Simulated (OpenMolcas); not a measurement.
# W³⁺: CASSCF and CASPT2 terms and fine-structure levels

Wanted: the level scheme of W³⁺ from active-space wave functions, then second-order correlation under several settings.

The numbers are computed with OpenMolcas 26.06 (state-averaged CASSCF and CASPT2, spin-orbit coupling by RASSI with atomic mean-field integrals), except any that are marked as measured or tabulated.

## Step 1: The atom as given

```
Species                           : W³⁺ (tungsten, Z = 74, 71 electrons)
Basis                             : ANO-R1 [7s5p4d2f], 56 functions
Scalar Hamiltonian                : X2C, finite nucleus
Inactive shells                   : 1s 2s 2p 3s 3p 3d 4s 4p 4d 4f 5s 5p
Active space                      : 3 electrons in 5 orbitals (5d)
Some configurations of this space : 5d³
Orbitals                          : optimised for each spin and parity, averaged over all roots
```

The outer shells:

5d3
```
5d [↑ ][↑ ][↑ ][  ][  ]
```

The work runs as a chain of OpenMolcas steps in one folder; each step below is one input file. Labels, J, g values, rates, χT and fits are worked out afterwards by a script from the matrices that RASSI stores.

## Step 2: One- and two-electron integrals

The input, a.inp:

```
&GATEWAY
Coord
1

W 0.0 0.0 0.0
Basis=ANO-R1
Group=XYZ
NoMove
AngMom=0.0 0.0 0.0
AMFI
&SEWARD
```

## Step 3: CASSCF: quartets of even parity, 10 roots

The input, a.inp:

```
&RASSCF
FileOrb=start.orb
Symmetry=1
Spin=4
nActEl=3 0 0
Inactive=15 19
Ras2=5 0
CIRoot=10 10 1
SDav=10
CIMx=300
Iter=120 100
PrWF=0.3
OrbListing=Nothing
MaxOrb=0
Atom
>>> COPY $Project.JobIph JOB001
```

start.orb holds the contracted functions of the basis, ordered by shell, or the orbitals of the step before.

## Step 4: Reference wave functions, doublets of even parity, 40 roots

The input, a.inp:

```
&RASSCF
FileOrb=start.orb
Symmetry=1
Spin=2
nActEl=3 0 0
Inactive=15 19
Ras2=5 0
CIRoot=40 40 1
SDav=40
CIMx=300
Iter=120 100
PrWF=0.3
OrbListing=Nothing
MaxOrb=0
Atom
>>> COPY $Project.JobIph JOB002
```

## Step 5: State interaction with spin-orbit coupling

The input, a.inp:

```
&RASSI
NrOfJobIphs=2 10 40
1 2 3 4 5 6 7 8 9 10
1 2 3 4 5 6 7 8 9 10 11 12 13 14 15 16 17 18 19 20 21 22 23 24 25 26 27
28 29 30 31 32 33 34 35 36 37 38 39 40
IphNames
JOB001
JOB002
EJob
SpinOrbit
DIPRint=1.0
SOCoupling=1000.0
Subsets=2
MEES
Property=10
'ANGMOM' 1 'ANGMOM' 2 'ANGMOM' 3 'MLTPL  1' 1 'MLTPL  1' 2 'MLTPL  1' 3
'AMFI' 1 'AMFI' 2 'AMFI' 3 'MLTPL  2' 6
SOProperty=3
'ANGMOM' 1 'ANGMOM' 2 'ANGMOM' 3
```

## Step 6: CASPT2: IPEA 0.25, imaginary shift 0.1 (closed shells correlated: 5s 5p)

The input, a.inp:

```
>>> COPY JOB001 $Project.JobIph
&CASPT2
Multistate=10 1 2 3 4 5 6 7 8 9 10
Frozen=14 16
IPEA=0.25
Imaginary=0.1
MaxIter=60
WThr=0.0 0.3 0.05
PrWF=0.5
NoMix
>>> COPY JOB002 $Project.JobIph
&CASPT2
Multistate=40 1 2 3 4 5 6 7 8 9 10 11 12 13 14 15 16 17 18 19 20 21 22
23 24 25 26 27 28 29 30 31 32 33 34 35 36 37 38 39 40
Frozen=14 16
IPEA=0.25
Imaginary=0.1
MaxIter=60
WThr=0.0 0.3 0.05
PrWF=0.5
NoMix
```

## Step 7: CASPT2: IPEA 0, imaginary shift 0.1 (closed shells correlated: 4f 5s 5p)

a.inp, as its differences from that of step 6:

```diff
@@ -3,4 +3,4 @@
 Multistate=10 1 2 3 4 5 6 7 8 9 10
-Frozen=14 16
-IPEA=0.25
+Frozen=14 9
+IPEA=0.0
 Imaginary=0.1
@@ -14,4 +14,4 @@
 23 24 25 26 27 28 29 30 31 32 33 34 35 36 37 38 39 40
-Frozen=14 16
-IPEA=0.25
+Frozen=14 9
+IPEA=0.0
 Imaginary=0.1
```

(Steps that only read results are left out.)

What does the calculation give? Wanted: lowest level; first excited level; lowest level of another term; spin-orbit lowering of the lowest level; strongest of the lines computed, by gA.

**Answer**, as computed:

```
                                                                                   quantity                                                                        value
                                                                                     method  SS-CASPT2, IPEA 0.25, imaginary shift 0.1 (closed shells correlated: 5s 5p)
                                                                               lowest level                                     5d³ ⁴F_3/2, 88 % of that term, g = 0.455
                                                                ground level listed by NIST                                                                        4F3/2
                                                                        first excited level                                                      5d³ ⁴F_5/2 at 3780 cm⁻¹
                                                               lowest level of another term                                                     5d³ ⁴P_3/2 at 12070 cm⁻¹
                                                    spin-orbit lowering of the lowest level                                                                    8095 cm⁻¹
strongest of the lines computed, by gA (one parity, so forbidden lines), at CASSCF energies                       5d³ ²D_5/2(2) → 5d³ ⁴P_5/2, 304.8 nm, A = 1.70e+01 s⁻¹
```

What each method costs and misses:

| method | time of its own steps | time with the reference | mean absolute difference from the measured levels (cm-1) |
| --- | --- | --- | --- |
| A. CASSCF | 17 s | 17 s | 4400 |
| B. SS-CASPT2, IPEA 0.25, imaginary shift 0.1, +5s 5p | 6 s | 23 s | 2600 |
| C. SS-CASPT2, IPEA 0, imaginary shift 0.1, +4f 5s 5p | 8.9 s | 26 s | 2400 |

Times are of one thread on a shared host.

**Reading.** The multiplet ⁴F is regular; its intervals divided by the larger J differ by 87 % of their mean, where Landé's rule for pure LS coupling makes them equal. Second-order correlation (method B) scales the levels of the lowest configuration above 5000 cm⁻¹ by 0.91 to 1.03. Method C lies closest to the measured levels (2400 cm⁻¹ on average) and A farthest (4400). Only the configurations of the active space and the roots asked for are present. Measured levels are paired by their LS label, which is uncertain where the leading share is low. CASPT2 does not keep the components of a term degenerate, and the means are used. The basis is small and contracted for the neutral atom, so it is rough for this charge. Levels of other configurations are missing from the list.
